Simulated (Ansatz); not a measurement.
# Alloy of ZnGa2O4 and ZnAl2O4 (4 of 16 Ga sites exchanged), 56 atoms

How does this alloy cell relax, and what gap do PBEsol and HSE06 give?

Program: Ansatz 0.2.0, PAW, plane waves. These are calculated values, not measurements.

## (1) Starting point

56 atoms (8 Zn, 4 Al, 32 O, 12 Ga); a = 8.278 Å, b = 8.278 Å, c = 8.278 Å, α = 90.00°, β = 90.00°, γ = 90.00°. All atoms were shaken off their sites by about 0.02 Å along each axis.

Steps to follow: (2) PBEsol cell relaxation at the single k point (¼, ¼, ¼), on 1 × NVIDIA H100 80GB HBM3 with 2 threads of AMD EPYC 7R13; (3) HSE06 single point at the single k point (¼, ¼, ¼), on 1 × NVIDIA H100 80GB HBM3 with 2 threads of AMD EPYC 7R13.

## (2) PBEsol relaxation of the cell and the positions

Input file in.yaml:

```yaml
crystal:
  lattice:
    - [8.277714, 0.000000, 0.000000]
    - [0.000000, 8.277714, 0.000000]
    - [0.000000, 0.000000, 8.277714]
  atoms:
    - { symbol: Zn, position: [0.875293, 0.375675, 0.377193] }
    - { symbol: Zn, position: [0.379211, 0.878474, 0.377625] }
    - { symbol: Zn, position: [0.376257, 0.373801, 0.875060] }
    - { symbol: Zn, position: [0.124863, 0.121602, 0.125180] }
    - { symbol: Zn, position: [0.875955, 0.877170, 0.876155] }
    - { symbol: Zn, position: [0.622530, 0.624871, 0.124455] }
    - { symbol: Zn, position: [0.628389, 0.126979, 0.625065] }
    - { symbol: Zn, position: [0.123563, 0.627651, 0.625520] }
    - { symbol: Al, position: [0.497106, 0.002201, 0.002494] }
    - { symbol: Al, position: [0.751808, 0.002086, 0.248565] }
    - { symbol: Al, position: [0.253382, 0.750276, 0.001534] }
    - { symbol: Al, position: [0.995434, 0.995952, 0.498417] }
    - { symbol: O, position: [0.517882, 0.010664, 0.237563] }
    - { symbol: O, position: [0.735281, 0.243492, 0.235065] }
    - { symbol: O, position: [0.514365, 0.237519, 0.012283] }
    - { symbol: O, position: [0.735125, 0.008015, 0.014254] }
    - { symbol: O, position: [0.010721, 0.511083, 0.236686] }
    - { symbol: O, position: [0.236442, 0.736835, 0.233682] }
    - { symbol: O, position: [0.009126, 0.735475, 0.010598] }
    - { symbol: O, position: [0.237700, 0.511638, 0.011692] }
    - { symbol: O, position: [0.012770, 0.009682, 0.737048] }
    - { symbol: O, position: [0.240201, 0.240909, 0.735347] }
    - { symbol: O, position: [0.014333, 0.235129, 0.514451] }
    - { symbol: O, position: [0.235618, 0.013214, 0.513232] }
    - { symbol: O, position: [0.260121, 0.264672, 0.265168] }
    - { symbol: O, position: [0.489766, 0.488678, 0.259278] }
    - { symbol: O, position: [0.483285, 0.257919, 0.485781] }
    - { symbol: O, position: [0.256468, 0.490736, 0.488874] }
    - { symbol: O, position: [0.512729, 0.512321, 0.739782] }
    - { symbol: O, position: [0.737976, 0.738095, 0.738031] }
    - { symbol: O, position: [0.512660, 0.735302, 0.511820] }
    - { symbol: O, position: [0.744291, 0.515745, 0.516148] }
    - { symbol: O, position: [0.759246, 0.760651, 0.261561] }
    - { symbol: O, position: [0.986495, 0.988037, 0.268184] }
    - { symbol: O, position: [0.990506, 0.762047, 0.489090] }
    - { symbol: O, position: [0.763463, 0.984834, 0.488130] }
    - { symbol: O, position: [0.763030, 0.263170, 0.765775] }
    - { symbol: O, position: [0.989854, 0.487863, 0.758091] }
    - { symbol: O, position: [0.988585, 0.263671, 0.986739] }
    - { symbol: O, position: [0.762130, 0.492581, 0.989271] }
    - { symbol: O, position: [0.265236, 0.761291, 0.762163] }
    - { symbol: O, position: [0.492464, 0.990433, 0.759992] }
    - { symbol: O, position: [0.488854, 0.764094, 0.982941] }
    - { symbol: O, position: [0.259990, 0.987116, 0.989358] }
    - { symbol: Ga, position: [0.751877, 0.251140, 0.001356] }
    - { symbol: Ga, position: [0.000816, 0.498993, 0.001096] }
    - { symbol: Ga, position: [0.501436, 0.499782, 0.503540] }
    - { symbol: Ga, position: [0.251991, 0.253497, 0.500837] }
    - { symbol: Ga, position: [0.250048, 0.497040, 0.251434] }
    - { symbol: Ga, position: [0.497776, 0.252531, 0.249360] }
    - { symbol: Ga, position: [0.754350, 0.751134, 0.499811] }
    - { symbol: Ga, position: [0.256320, 0.998264, 0.749421] }
    - { symbol: Ga, position: [0.749399, 0.504907, 0.752470] }
    - { symbol: Ga, position: [0.996562, 0.750501, 0.244065] }
    - { symbol: Ga, position: [0.000900, 0.247285, 0.750769] }
    - { symbol: Ga, position: [0.502845, 0.747936, 0.747525] }
  symmetry: { detect: false }
kpoints:
  mp_grid: { grid: [1, 1, 1], shift: [0.25, 0.25, 0.25] }
hamiltonian:
  xc: pbesol
scf:
  occupations: { method: fermi_dirac, width: 0.01 }
relax:
  f_tol: 0.03
  max_steps: 80
  escape_saddle: false
  adjacent_minimum: "off"
  cell: { fix: [shape] }
output:
  forces: true
  eigenvalues: true
  populations: true
```

Launch:

```
$ ansatz run in.yaml --threads 2 --pin off --max-ram 30400MiB --runs-dir r --events-out ev --progress --plain --backend cuda --devices 0, --max-vram 18GiB
```

The runs that follow: HSE06 single point.

Before running it: what results should come out? Wanted: for each run, top filled to lowest empty.

**Answer**, as computed:

| level | time | top filled to lowest empty (eV) |
| --- | --- | --- |
| PBEsol, relaxation | 20 s (GPU) | 3.96 |
| HSE06 | 44 s (GPU) | 5.82 |

```
     quantity                                                                      value
   relaxation                                           5 recorded steps, 0.95 eV gained
largest shift                                              0.11 Å (O19 and others alike)
 relaxed cell  a = 8.278 Å, b = 8.278 Å, c = 8.278 Å, α = 90.00°, β = 90.00°, γ = 90.00°
   mean bonds                                       Al–O 1.929, Ga–O 1.992, O–Zn 1.964 Å
```

Relaxation gains 0.95 eV, with shifts up to 0.11 Å (O19 and others alike), while the volume changes by +0.0 %. The mean lengths of the listed bonds run from Al–O 1.93 Å to Ga–O 1.99 Å. At the same k points, PBEsol gives a spacing 1.87 eV smaller than the 5.82 eV of HSE06. With one k point the spacing samples only the states that fold onto it, so it can exceed the gap over the zone.
